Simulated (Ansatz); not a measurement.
C2H6GeSi, SMILES [SiH3]C#[C][GeH3], a ladder of methods at one geometry

Computed with the Python package of Ansatz (0.2.0).

Notebook, run cell by cell (the value of a cell's last expression is shown):

**Cell 1**
```python
from pathlib import Path

import ansatz as az
import numpy as np
```

**Cell 2**
```python
GEOMETRY = '''
Si   -1.15930    1.62290   -1.33080
C    -0.32480    0.42810   -0.35400
C     0.23480   -0.38850    0.28970
Ge    1.26660   -1.66940    1.33200
H    -2.01280    0.98050   -2.38410
H    -2.08790    2.47110   -0.46780
H    -0.21060    2.56190   -1.99030
H     0.76010   -3.08250    0.92170
H     0.89910   -1.42980    2.88100
H     2.71800   -1.54560    1.10550
'''
```

**Cell 3**
```python
c2h6gesi = az.Crystal.molecule()
for line in GEOMETRY.strip().splitlines():
    symbol, *xyz = line.split()
    c2h6gesi = c2h6gesi.atom(symbol, [float(v) for v in xyz])
```

**Cell 4**
```python
calc = c2h6gesi.calculation().basis(gaussian='def2-SVP')

print('functional    E (Ha)        dipole (D)   HOMO (eV)  LUMO (eV)')
for name in ['r2scan0', 'lc_wpbe', 'b3lyp', 'blyp', 'pbe']:
    report = calc.functional(name).forces().orbitals().run(threads=1, runs_dir='runs').report
    lines = Path(report['orbitals_path']).read_text().splitlines()
    field_of = lambda key: [line.split('=')[1].strip() for line in lines if line.startswith(key)]
    orbitals = [(27.211386 * float(e), s, float(n)) for e, s, n in zip(field_of('Ene='), field_of('Spin='), field_of('Occup='))]
    homo = max(e for e, _, n in orbitals if n > 0.5)
    lumo = min(e for e, _, n in orbitals if n < 0.5)
    dipole = 4.803205 * np.linalg.norm(report['charge_distribution']['dipole_moment_e_ang'])
    print(f'{name:10s} {report["free_energy_ev"] / 27.211386246:14.6f} {dipole:9.3f} {homo:11.3f} {lumo:10.3f}')
```
Output:
```text
functional    E (Ha)        dipole (D)   HOMO (eV)  LUMO (eV)
r2scan0      -2445.705911     1.321      -8.399     -0.328
lc_wpbe      -2445.395781     1.325     -10.928      1.832
b3lyp        -2445.894840     1.277      -7.914     -0.547
blyp         -2445.826381     1.228      -6.755     -1.068
pbe          -2445.236719     1.214      -6.959     -1.266
```

Total energies depend on the basis set; only differences at equal settings carry meaning. The geometry is a force-field or estimated start, not a minimum of this method, and the basis set is short of its limit. A lower total doesn't mark the better method: functionals have no common bound, and MP2 and coupled cluster aren't variational. b3lyp holds the VWN-RPA fit, as in Gaussian; the form of ORCA and Turbomole is b3lyp5. Levels such as HOMO and LUMO are orbital energies: with these approximate functionals they aren't the ionisation energy and electron affinity, and their gap isn't the fundamental gap. Finished in 25 s on 1 thread of Arm Neoverse V2, with other jobs on the host, peak memory 0.32 GiB.

(Lines on the test bed's own set-up are left out of the output.)
